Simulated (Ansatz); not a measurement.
# InH5O: functionals against CCSD(T) at one geometry

One table from this session's results is given with a row withheld; the runs are named, their logs left out.

Program: Ansatz 0.2.0, Gaussian basis. Level of theory: single points in def2-TZVPP. These are calculated values, not measurements.

Correlated methods freeze the cores. Filled d shells of the heavier atoms are correlated. Core potentials replace the inner electrons past krypton, and spin-orbit coupling is left out.

**The starting structure**

7 atoms, charge 0, spin multiplicity 1.

Atoms are counted from 1 here; the program's logs count them from 0.

Bond lengths: O1–In2 2.533 Å, O1–H3 0.984 Å, O1–H4 1.079 Å, In2–H5 1.646 Å, In2–H6 1.776 Å, In2–H7 1.700 Å. Angles: In2–O1–H3 115.5°, In2–O1–H4 104.0°, H3–O1–H4 112.0°, O1–In2–H5 93.9°, O1–In2–H6 89.7°, O1–In2–H7 95.7°, H5–In2–H6 117.0°, H5–In2–H7 123.1°, H6–In2–H7 119.1°.

As a file:

```xyz
7
H5InO
O    -0.0895   -1.4356    0.0011
In    0.2284    1.0723   -0.1618
H     0.2269   -1.8489    0.8363
H    -1.1496   -1.5746   -0.1425
H    -0.5848    1.1951   -1.5876
H    -0.7190    1.2804    1.3256
H     1.9253    1.0346   -0.0624
```

Set-up of the first run:

File run/in.yaml:

```yaml
crystal:
  periodic: [false, false, false]
  atoms:
    - {symbol: O, position_ang: [-0.089500, -1.435600, 0.001100]}
    - {symbol: In, position_ang: [0.228400, 1.072300, -0.161800]}
    - {symbol: H, position_ang: [0.226900, -1.848900, 0.836300]}
    - {symbol: H, position_ang: [-1.149600, -1.574600, -0.142500]}
    - {symbol: H, position_ang: [-0.584800, 1.195100, -1.587600]}
    - {symbol: H, position_ang: [-0.719000, 1.280400, 1.325600]}
    - {symbol: H, position_ang: [1.925300, 1.034600, -0.062400]}
basis:
  gaussian: {orbitals: def2-TZVPP}
correlation: {method: ccsd_t}
output: {forces: true}
```

The command line of these runs was not kept.

Steps of the session up to this table: CCSD(T)/def2-TZVPP; PBE0-D4/def2-TZVPP; wB97M-V/def2-TZVPP; r2SCAN-D4/def2-TZVPP; PBE-D4/def2-TZVPP; BLYP-D4/def2-TZVPP; CAM-B3LYP-D4/def2-TZVPP.

One of the session's tables, all rows but one given; the rest of the session is left out.

| method | RMS force component (eV/Å) | angle to CCSD(T) forces (°) | dipole (D) |
| --- | --- | --- | --- |
| CCSD(T) | 1.272 | reference | 3.11 |
| PBE0-D4 | 1.310 | 2.8 | 3.16 |
| wB97M-V | 1.284 | 2.1 | 3.15 |
| r2SCAN-D4 | 1.253 | 1.2 | 3.19 |
| PBE-D4 | 1.161 | 7.0 | 3.19 |
| BLYP-D4 | ? | ? | ? |
| CAM-B3LYP-D4 | 1.287 | 2.7 | 3.18 |

**Question.** Estimate the row for BLYP-D4.

**Answer.** RMS force component (eV/Å): 1.136; angle to CCSD(T) forces (°): 8.7; dipole (D): 3.19. In the column «RMS force component (eV/Å)» it is the lowest.
